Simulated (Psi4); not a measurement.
# DSD-PBEP86/def2-SVPD (core potential, density fitting for correlation) run of MgI2 (SMILES [I][Mg][I])

What is the vertical singlet–triplet gap of MgI2 at DSD-PBEP86/def2-SVPD (core potential, density fitting for correlation)? The job is set up through a Python script.

Program for the calculation: Psi4 1.11.

5 further runs of the same task are left out: 3 that didn't finish, 2 set aside as unsound or not needed.

### Step 1. The system as given

MgI2: 3 atoms, total charge 0, spin state singlet. As SMILES, `[I][Mg][I]`. The shape comes from GFN2-xTB, which is rough for such elements, and wasn't checked as a minimum.

Bond lengths: Mg1–I2 2.591 Å, Mg1–I3 2.591 Å. Angles: I2–Mg1–I3 179.4°.

### Step 2. The energy at DSD-PBEP86/def2-SVPD (core potential, density fitting for correlation)

File i2mg.xyz:

```xyz
3
I2Mg
Mg    -0.007760    -0.004480    -0.000090
I     -0.012950    -0.018580     2.591080
I      0.020700     0.023060    -2.590990
```

File calc.py:

```python
import psi4

psi4.set_memory('1600 MB')
psi4.set_num_threads(1)
psi4.set_output_file('run.log', False)

with open('i2mg.xyz') as f:
    atoms = ''.join(f.readlines()[2:])
m = psi4.geometry('0 1\n' + atoms + 'symmetry c1\nno_reorient\nno_com')

options = {'basis': 'def2-SVPD', 'puream': True, 'e_convergence': 1e-09, 'd_convergence': 1e-08, 'scf_type': 'pk', 'dft_radial_points': 99, 'dft_spherical_points': 590, 'num_frozen_docc': 9}
psi4.set_options(options)

e = psi4.energy('dsd-pbep86', molecule=m)
print(f'total energy {e:.8f} hartree = {e * 27.211386:.5f} eV')
for k, v in sorted(psi4.core.scalar_variables().items()):
    print(f'{k:45s} {v:18.10f}')
```

Run with:

```console
$ python calc.py
```

run.log:

```text
[...]
    !!!  WARNING: ECP capability is in beta. Please check occupations closely.  !!!
[...]
  Running in c1 symmetry.
[...]
  Nuclear repulsion =  186.351851141678111
[...]
  Multiplicity = 1
[...]
  Nalpha       = 31
  Nbeta        = 31
[...]
    Number of basis functions: 91
[...]
   @RKS iter   1:  -793.55598959366978   -4.40558e+00   1.10630e-02 ADIIS/DIIS
[...]
   @RKS iter  10:  -794.18130144684471   -2.61480e-12   4.13423e-09 DIIS
[...]
    Orbital Energies [Eh]
    ---------------------
    Doubly Occupied:
       1A    -48.360645     2A     -7.418246     3A     -7.418245
       4A     -5.329821     5A     -5.329820     6A     -5.323949
       7A     -5.323949     8A     -5.323948     9A     -5.323948
      10A     -3.645503    11A     -2.242605    12A     -2.242605
      13A     -2.241757    14A     -2.148666    15A     -2.148594
      16A     -2.146326    17A     -2.146326    18A     -2.146319
      19A     -2.146319    20A     -2.140775    21A     -2.140774
      22A     -2.140773    23A     -2.140773    24A     -0.816252
      25A     -0.813574    26A     -0.413069    27A     -0.380630
      28A     -0.349570    29A     -0.349570    30A     -0.344102
      31A     -0.344101
[...]
  @RKS Final Energy:  -794.18130144684471
   => Energetics <=
    Nuclear Repulsion Energy =            186.3518511416781109
    One-Electron Energy =               -1687.1866156027449506
    Two-Electron Energy =                 724.2003133572191018
    DFT Exchange-Correlation Energy =     -17.5468503429969402
    Empirical Dispersion Energy =           0.0000000000000000
    VV10 Nonlocal Energy =                  0.0000000000000000
    Total Energy =                       -794.1813014468447136
[...]
 Multipole Moments:
 ------------------------------------------------------------------------------------
     Multipole            Electronic (a.u.)      Nuclear  (a.u.)        Total (a.u.)
 ------------------------------------------------------------------------------------
 L = 1.  Multiply by 2.5417464519 to convert [e a0] to [Debye]
 Dipole X            :         -0.2072262            0.1901631           -0.0170631
 Dipole Y            :         -0.1199127            0.1100576           -0.0098550
 Dipole Z            :         -0.0024197            0.0022110           -0.0002088
 Magnitude           :                                                    0.0197057
[...]
```

Standard output:

```text
total energy -794.32702045 hartree = -21614.73916 eV
CURRENT ENERGY                                   -794.3270204528
CURRENT REFERENCE ENERGY                         -794.1813014468
DD SOLVATION ENERGY                                 0.0000000000
DFT FUNCTIONAL TOTAL ENERGY                      -794.1813014468
DFT TOTAL ENERGY                                 -794.3270204528
DFT VV10 ENERGY                                     0.0000000000
DFT XC ENERGY                                     -17.5468503430
DOUBLE-HYBRID CORRECTION ENERGY                    -0.1457190059
DSD-PBEP86 DOUBLE-HYBRID CORRECTION ENERGY         -0.1457190059
DSD-PBEP86 TOTAL ENERGY                          -794.3270204528
GRID ELECTRONS ALPHA                               30.9999998975
GRID ELECTRONS BETA                                30.9999998975
GRID ELECTRONS TOTAL                               61.9999997951
NUCLEAR REPULSION ENERGY                          186.3518511417
ONE-ELECTRON ENERGY                             -1687.1866156027
PCM POLARIZATION ENERGY                             0.0000000000
PE ENERGY                                           0.0000000000
SCF ITERATION ENERGY                             -794.1813014468
SCF ITERATIONS                                     10.0000000000
SCF TOTAL ENERGY                                 -794.1813014468
TWO-ELECTRON ENERGY                               724.2003133572
XC GRID RADIAL POINTS                              99.0000000000
XC GRID SPHERICAL POINTS                          590.0000000000
XC GRID TOTAL POINTS                           167331.0000000000
```

Run time: 7.5 s. Hardware: 1 thread of Intel Xeon Platinum 8488C (Sapphire Rapids), shared host; peak memory 0.68 GiB.

### Step 3. The triplet at the same level

File job.py:

```python
import psi4

psi4.set_memory('1600 MB')
psi4.set_num_threads(1)
psi4.core.set_output_file('psi4.out', False)

molecule = psi4.geometry("""
0 3
Mg    -0.01466427    -0.00846597    -0.00017008
I     -0.02447195    -0.03511111     4.89643157
I      0.03911733     0.04357708    -4.89626149
units bohr
symmetry c1
""")

options = {'reference': 'uks', 'puream': True, 'e_convergence': 1e-09, 'd_convergence': 1e-08, 'scf_type': 'pk', 'dft_radial_points': 99, 'dft_spherical_points': 590, 'num_frozen_docc': 9, 'maxiter': 200}
psi4.set_options(options)

e = psi4.energy("dsd-pbep86/def2-SVPD")
print(f'dsd-pbep86/def2-SVPD energy: {e:.10f} Eh')
for k, v in sorted(psi4.core.scalar_variables().items()):
    print(f'{k:45s} {v:18.10f}')
```

Run with:

```console
$ python job.py
```

psi4.out:

```text
[...]
    !!!  WARNING: ECP capability is in beta. Please check occupations closely.  !!!
[...]
  Running in c1 symmetry.
[...]
  Nuclear repulsion =  186.351851199916240
[...]
  Multiplicity = 3
[...]
  Nalpha       = 32
  Nbeta        = 30
[...]
    Number of basis functions: 91
[...]
   @UKS iter   1:  -793.51442049605544   -4.44627e+00   9.93069e-03 ADIIS/DIIS
[...]
   @UKS iter  21:  -794.00627811134518   -1.10276e-11   8.95147e-09 DIIS
[...]
   @S^2 Observed:                2.015264565E+00
[...]
    Orbital Energies [Eh]
    ---------------------
    Alpha Occupied:
       1A    -48.305743     2A     -7.450648     3A     -7.450641
       4A     -5.365335     5A     -5.365328     6A     -5.356473
       7A     -5.356467     8A     -5.352333     9A     -5.352327
      10A     -3.597122    11A     -2.192216    12A     -2.189162
      13A     -2.189162    14A     -2.182817    15A     -2.182502
      16A     -2.181120    17A     -2.181089    18A     -2.177630
      19A     -2.177624    20A     -2.170709    21A     -2.170696
      22A     -2.170681    23A     -2.170478    24A     -0.859476
      25A     -0.857605    26A     -0.437644    27A     -0.409329
      28A     -0.400370    29A     -0.396631    30A     -0.373770
      31A     -0.369233    32A     -0.170788
[...]
  @UKS Final Energy:  -794.00627811134518
   => Energetics <=
    Nuclear Repulsion Energy =            186.3518511999162399
    One-Electron Energy =               -1686.2348322022255616
    Two-Electron Energy =                 723.4076427668703673
    DFT Exchange-Correlation Energy =     -17.5309398759061885
    Empirical Dispersion Energy =           0.0000000000000000
    VV10 Nonlocal Energy =                  0.0000000000000000
    Total Energy =                       -794.0062781113451820
[...]
 Multipole Moments:
 ------------------------------------------------------------------------------------
     Multipole            Electronic (a.u.)      Nuclear  (a.u.)        Total (a.u.)
 ------------------------------------------------------------------------------------
 L = 1.  Multiply by 2.5417464519 to convert [e a0] to [Debye]
 Dipole X            :         -0.2009643            0.1687685           -0.0321958
 Dipole Y            :          0.0018805           -0.0016958            0.0001847
 Dipole Z            :         -0.0020262           -0.0000000           -0.0020262
 Magnitude           :                                                    0.0322600
[...]
```

The script printed:

```text
dsd-pbep86/def2-SVPD energy: -794.1562110367 Eh
CURRENT ENERGY                                   -794.1562110367
CURRENT REFERENCE ENERGY                         -794.0062781113
DD SOLVATION ENERGY                                 0.0000000000
DFT FUNCTIONAL TOTAL ENERGY                      -794.0062781113
DFT TOTAL ENERGY                                 -794.1562110367
DFT VV10 ENERGY                                     0.0000000000
DFT XC ENERGY                                     -17.5309398759
DOUBLE-HYBRID CORRECTION ENERGY                    -0.1499329253
DSD-PBEP86 DOUBLE-HYBRID CORRECTION ENERGY         -0.1499329253
DSD-PBEP86 TOTAL ENERGY                          -794.1562110367
GRID ELECTRONS ALPHA                               31.9999998906
GRID ELECTRONS BETA                                29.9999998773
GRID ELECTRONS TOTAL                               61.9999997680
NUCLEAR REPULSION ENERGY                          186.3518511999
ONE-ELECTRON ENERGY                             -1686.2348322022
PCM POLARIZATION ENERGY                             0.0000000000
PE ENERGY                                           0.0000000000
SCF ITERATION ENERGY                             -794.0062781113
SCF ITERATIONS                                     21.0000000000
SCF TOTAL ENERGY                                 -794.0062781113
TWO-ELECTRON ENERGY                               723.4076427669
XC GRID RADIAL POINTS                              99.0000000000
XC GRID SPHERICAL POINTS                          590.0000000000
XC GRID TOTAL POINTS                           167336.0000000000
```

It took 14 s on 1 thread of Intel Xeon Platinum 8488C (Sapphire Rapids), shared host; peak memory 0.68 GiB.

### Step 4. Results

At DSD-PBEP86/def2-SVPD (core potential, density fitting for correlation), 9 core orbitals frozen:

```
                                                         quantity          value
                                            singlet: total energy  -794.32702 Eh
                       singlet: HOMO energy (SCF part's orbitals)       -9.36 eV
                       singlet: LUMO energy (SCF part's orbitals)       -0.72 eV
                     singlet: HOMO–LUMO gap (SCF part's orbitals)        8.65 eV
                                            triplet: total energy  -794.15621 Eh
triplet: HOMO energy (SCF part's orbitals) (highest over α and β)       -4.65 eV
                                                    triplet: ⟨S²⟩          2.015
                 vertical energy of the triplet above the singlet       4.648 eV
```

In words: At this shape the triplet lies 4.65 eV (448 kJ/mol) above the singlet.
